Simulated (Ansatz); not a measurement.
# BaCaF4: the cell at several levels of theory

How does the equilibrium cell of BaCaF4 in the fluorite host structure depend on the functional? It is relaxed with PBE, r2SCAN and PBEsol. This is a trial cell built on a prototype, not taken from a measured structure, and it needn't be the compound's ground state.

The runs shown are made with Ansatz 0.2.0. PAW datasets, plane waves, zero pressure. The calculation is spin-unpolarised, and the structure need not be a phase that has been made.

## Step 1: Starting point

The symmetry is P4/mmm (No. 123, tetragonal); conventional cell a = 4.108 Å, c = 5.809 Å, 16.34 Å³ an atom. Around Ca lie 8 F at 2.52 Å; around F lie 2 Ca at 2.52 Å and 2 Ba at 2.52 Å; around Ba lie 8 F at 2.52 Å.

As a file:

```cif
data_structure
_symmetry_space_group_name_H-M 'P4/mmm'
_symmetry_Int_Tables_number 123
_cell_length_a 4.1079
_cell_length_b 4.1079
_cell_length_c 5.8094
_cell_angle_alpha 90.000
_cell_angle_beta 90.000
_cell_angle_gamma 90.000
_cell_volume 98.03
loop_
_atom_site_label
_atom_site_type_symbol
_atom_site_symmetry_multiplicity
_atom_site_Wyckoff_symbol
_atom_site_fract_x
_atom_site_fract_y
_atom_site_fract_z
_atom_site_occupancy
Ca1 Ca 1 a 0.00000 0.00000 0.00000 1
F1 F 4 i 0.00000 0.50000 0.75000 1
Ba1 Ba 1 d 0.50000 0.50000 0.50000 1
```

## Step 2: Relaxing with PBE

Contents of input.yaml:

```yaml
crystal:
  lattice:
    - [4.1078701, 0.0, 0.0]
    - [0.0, 4.1078701, 0.0]
    - [0.0, 0.0, 5.80940561]
  atoms:
    - { symbol: Ca, position: [0.0, 0.0, 0.0] }
    - { symbol: F, position: [0.0, 0.5, 0.75] }
    - { symbol: F, position: [0.0, 0.5, 0.25] }
    - { symbol: Ba, position: [0.5, 0.5, 0.5] }
    - { symbol: F, position: [0.5, 0.0, 0.25] }
    - { symbol: F, position: [0.5, 0.0, 0.75] }
kpoints:
  mp_grid: { grid: [6, 6, 4] }
hamiltonian:
  xc: pbe
scf:
  occupations: { method: fermi_dirac, width: 0.02 }
relax:
  f_tol: 0.005
  cell: {}
```

On the command line:

```sh
> ansatz run input.yaml --threads 4 --pin off --max-ram 6451MiB --backend cpu --events-out ev --progress --plain --runs-dir out
```

Further steps of the session: r2SCAN: cell and atoms; Relaxation with PBEsol.

Q: Predict the outcome of this session. Wanted: for each run, a; c; volume; space group; SCF geometries.

**Answer**, as computed:

```
 level  a (Å)  c (Å)  volume (Å³/atom)  space group  SCF geometries
   PBE  4.127  6.001            17.035       P4/mmm              10
r2SCAN  4.071  5.965            16.473       P4/mmm               6
PBEsol  4.053  5.911            16.187       P4/mmm               8
```

The first relaxation changed the volume by +4.3 % from the start. The volume runs from PBEsol (least) to PBE (most), a spread of 5.2 %, or 1.7 % in length if all axes shared it alike.
